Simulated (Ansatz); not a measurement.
# CaPtC4N4: the cost of one run

Computed with Ansatz 0.2.0 (DFT PBE, scalar-relativistic, plane waves, PAW, unless a step's input says otherwise).

**1. Starting point**

The structure is cubic, space group P-43m (No. 215). The conventional cell has a = 6.101 Å, b = 6.101 Å, c = 6.101 Å, α = 90.00°, β = 90.00°, γ = 90.00°. Ca (site symmetry -43m) is surrounded by 4 C at 2.11 Å. Pt (site symmetry -43m) has 4 N at 2.01 Å in its first shell of neighbours. C (site symmetry 3m) has 1 N at 1.17 Å in its first shell of neighbours. Around N (site symmetry 3m) lie 1 C at 1.17 Å and 1 Pt at 2.01 Å.

Coordinates:

```cif
data_structure
_symmetry_space_group_name_H-M 'P-43m'
_symmetry_Int_Tables_number 215
_cell_length_a 6.1009
_cell_length_b 6.1009
_cell_length_c 6.1009
_cell_angle_alpha 90.000
_cell_angle_beta 90.000
_cell_angle_gamma 90.000
_cell_volume 227.08
loop_
_atom_site_label
_atom_site_type_symbol
_atom_site_symmetry_multiplicity
_atom_site_Wyckoff_symbol
_atom_site_fract_x
_atom_site_fract_y
_atom_site_fract_z
_atom_site_occupancy
Ca1 Ca 1 a 0.00000 0.00000 0.00000 1
Pt1 Pt 1 b 0.50000 0.50000 0.50000 1
C1 C 4 e 0.19930 0.19930 0.19930 1
N1 N 4 e 0.31002 0.31002 0.31002 1
```

Recipe of the guess: two interpenetrating cyanide-bridged diamond nets (P-43m, No. 215). Lengths come from tabulated atomic sizes and are only a guess.

**2. The guess as it stands, on a coarse mesh**

File input.yaml:

```yaml
crystal:
  lattice:
    - [6.10086029, 0.0, 0.0]
    - [0.0, 6.10086029, 0.0]
    - [0.0, 0.0, 6.10086029]
  atoms:
    - { symbol: Ca, position: [0.0, 0.0, 0.0] }
    - { symbol: Pt, position: [0.5, 0.5, 0.5] }
    - { symbol: C, position: [0.19929971, 0.19929971, 0.19929971] }
    - { symbol: C, position: [0.19929971, 0.80070029, 0.80070029] }
    - { symbol: C, position: [0.80070029, 0.19929971, 0.80070029] }
    - { symbol: C, position: [0.80070029, 0.80070029, 0.19929971] }
    - { symbol: "N", position: [0.31002177, 0.31002177, 0.31002177] }
    - { symbol: "N", position: [0.31002177, 0.68997823, 0.68997823] }
    - { symbol: "N", position: [0.68997823, 0.31002177, 0.68997823] }
    - { symbol: "N", position: [0.68997823, 0.68997823, 0.31002177] }
basis:
  ecutwfc: 420
kpoints:
  mp_grid: { grid: [4, 4, 4] }
hamiltonian:
  xc: pbe
scf:
  occupations: { method: gaussian, width: 0.1 }
  lower_state_search: "off"
output:
  forces: true
  stress: true
  eigenvalues: true
```

The run is started by

```bash
> ansatz run input.yaml --threads 1 --pin off --max-ram 2560MiB --backend cpu --events-out ev --progress --plain --runs-dir out
```

**Question.** How long does this run take on 1 thread of Intel Xeon Platinum 8259CL at 2.50GHz (Skylake/Cascade Lake), shared host, and how much memory does it need?

About 8.7 s, with a peak of 0.5 GiB.
